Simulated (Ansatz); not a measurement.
**B3H3O3 (SMILES B1OBOBO1) at r2SCAN/6-31G(d) (spherical functions)**

What is the energy change on altering one bond length of B3H3O3 at r2SCAN/6-31G* (spherical functions)? 

The results are computed with Ansatz 0.2.0.

53 further runs of the same task are left out: 3 that didn't finish, 50 set aside as unsound or not needed.

## 1. The molecule

The species is B3H3O3 (9 atoms), meant as a singlet with charge 0. As SMILES, `B1OBOBO1`. Geometry: relaxed at PBE0-D4/def2-TZVP. This is one conformer, not always the lowest.

Bond lengths: B1–O2 1.372 Å, O2–B3 1.372 Å, B3–O4 1.372 Å, O4–B5 1.372 Å, B1–O6 1.372 Å, B5–O6 1.372 Å, B1–H7 1.190 Å, B3–H8 1.190 Å, B5–H9 1.190 Å. Some angles: B1–O2–B3 120.3°, O2–B1–O6 119.7°, O2–B3–O4 119.7°, B3–O4–B5 120.3°, O4–B5–O6 119.7°, B1–O6–B5 120.3°, O2–B1–H7 120.2°, O6–B1–H7 120.2°, O2–B3–H8 120.2°, O4–B3–H8 120.2°.

## 2. A single-point energy at r2SCAN/6-31G(d) (spherical functions)

Contents of job.yaml:

```yaml
crystal:
  periodic: [false, false, false]
  atoms:
    - symbol: B
      position_ang: [1.301600, 0.115800, -0.424700]
    - symbol: O
      position_ang: [0.612800, -1.053500, -0.624800]
    - symbol: B
      position_ang: [-0.686900, -1.172700, -0.202300]
    - symbol: O
      position_ang: [-1.297400, -0.115400, 0.423200]
    - symbol: B
      position_ang: [-0.614800, 1.056900, 0.626900]
    - symbol: O
      position_ang: [0.684600, 1.168900, 0.201600]
    - symbol: H
      position_ang: [2.429300, 0.216200, -0.792600]
    - symbol: H
      position_ang: [-1.281900, -2.188700, -0.377500]
    - symbol: H
      position_ang: [-1.147300, 1.972500, 1.170100]
basis:
  gaussian: {orbitals: 6-31G_st_-spherical.json}
hamiltonian: {xc: r2scan}
accuracy: high
output: {orbitals: {seedname: orbitals}}
```

The basis set 6-31G* is read from a file made from the Basis Set Exchange's data (not shown).

The run is started by

```
$ ansatz run job.yaml --threads 1 --pin off --max-ram 3480MiB --events-out events.jsonl --progress --plain --runs-dir runs
```

What it wrote:

```text
Warning: RAYON_NUM_THREADS=1 ignored (pool sized by the plan → 1); use --threads N
Functional definition: r2SCAN
  name "r2SCAN"
  parameter k0 = 0.174
  parameter k1 = 0.065
  parameter a1 = 4.9479
  exchange = r2scan_x(k0 = k0, k1 = k1, a1 = a1)
  correlation = r2scan_c
2137 factors; integrals over basis functions are off by at most 2.8e-9 eV
mean field evaluation 1: about -8214.6257 eV, gradient 6.5e1 eV
mean field evaluation 2: about -8201.0124 eV, gradient 1.1e2 eV
mean field evaluation 4: about -8221.5971 eV, gradient 6.5e-1 eV
mean field evaluation 8: about -8221.5954 eV, gradient 2.7e-2 eV
mean field evaluation 16: about -8221.5954 eV, gradient 1.3e-5 eV
mean field -8221.59535729 eV, -302.1380565829 hartree, gradient 5.4e-8 eV, S^2 0.000000; 0 other end points of the search recorded, 0 dependent functions left out
reference -8221.59535783 eV, -302.1380566029 hartree; 21, 21 occupied and 69, 69 virtual orbitals, 2137 factors
Total energy: -8221.59535783 eV, -302.1380566029 hartree
```

Run time: 15 s. Hardware: 1 thread of Arm Neoverse V1, shared host; peak memory 0.3 GiB.

## 3. The distorted shape

Contents of job.yaml:

```yaml
crystal:
  periodic: [false, false, false]
  atoms:
    - {symbol: B, position_ang: [1.567835, -0.341975, -0.696285]}
    - {symbol: O, position_ang: [0.879035, -1.511275, -0.896385]}
    - {symbol: B, position_ang: [-0.420665, -1.630475, -0.473885]}
    - {symbol: O, position_ang: [-1.031165, -0.573175, 0.151615]}
    - {symbol: B, position_ang: [-0.348565, 0.599125, 0.355315]}
    - {symbol: O, position_ang: [0.950835, 0.711125, -0.069985]}
    - {symbol: H, position_ang: [2.695535, -0.241575, -1.064185]}
    - {symbol: H, position_ang: [-1.015665, -2.646475, -0.649085]}
    - {symbol: H, position_ang: [-1.147300, 1.972500, 1.170100]}
basis:
  gaussian:
    orbitals: 6-31G_st_-spherical.json
hamiltonian:
  xc: r2scan
accuracy: high
output: {orbitals: {seedname: orbitals}}
```

The basis set 6-31G* is read from a file made from the Basis Set Exchange's data (not shown).

The run is started by

```
$ ansatz run job.yaml --threads 1 --pin off --max-ram 3480MiB --events-out events.jsonl --progress --plain --runs-dir runs
```

What it wrote, shortened:

```text
Warning: RAYON_NUM_THREADS=1 ignored (pool sized by the plan → 1); use --threads N
[... 7 set-up lines as earlier in the session ...]
2129 factors; integrals over basis functions are off by at most 3.0e-9 eV
mean field evaluation 1: about -8212.5865 eV, gradient 6.6e1 eV
mean field evaluation 2: about -8196.5439 eV, gradient 1.1e2 eV
mean field evaluation 4: about -8219.7020 eV, gradient 9.1e-1 eV
mean field evaluation 8: about -8219.7042 eV, gradient 1.0e-1 eV
mean field evaluation 16: about -8219.7042 eV, gradient 3.3e-5 eV
mean field -8219.70420468 eV, -302.0685580063 hartree, gradient 6.9e-8 eV, S^2 0.000000; 0 other end points of the search recorded, 0 dependent functions left out
reference -8219.70420526 eV, -302.0685580277 hartree; 21, 21 occupied and 69, 69 virtual orbitals, 2129 factors
Total energy: -8219.70420526 eV, -302.0685580277 hartree
```

Run time: 15 s. Hardware: 1 thread of Arm Neoverse V1, shared host; peak memory 0.3 GiB.

## 4. Summary of results

Level: r2SCAN/6-31G* (spherical functions).

| quantity | value |
| --- | --- |
| first shape: total energy | -302.13806 Eh |
| first shape: HOMO energy | -8.22 eV |
| first shape: LUMO energy | -0.94 eV |
| first shape: HOMO–LUMO gap | 7.28 eV |
| distorted shape: total energy | -302.06856 Eh |
| distorted shape: HOMO energy | -7.39 eV |
| distorted shape: LUMO energy | -1.18 eV |
| distorted shape: HOMO–LUMO gap | 6.20 eV |
| energy change with the B5–H9 bond stretched from 1.190 to 1.786 Å | 1.891 eV |

What this shows: With the B5–H9 bond stretched from 1.190 to 1.786 Å the energy rises by 1.89 eV (44 kcal/mol). The first shape isn't relaxed at this level, so the change isn't measured from a minimum.
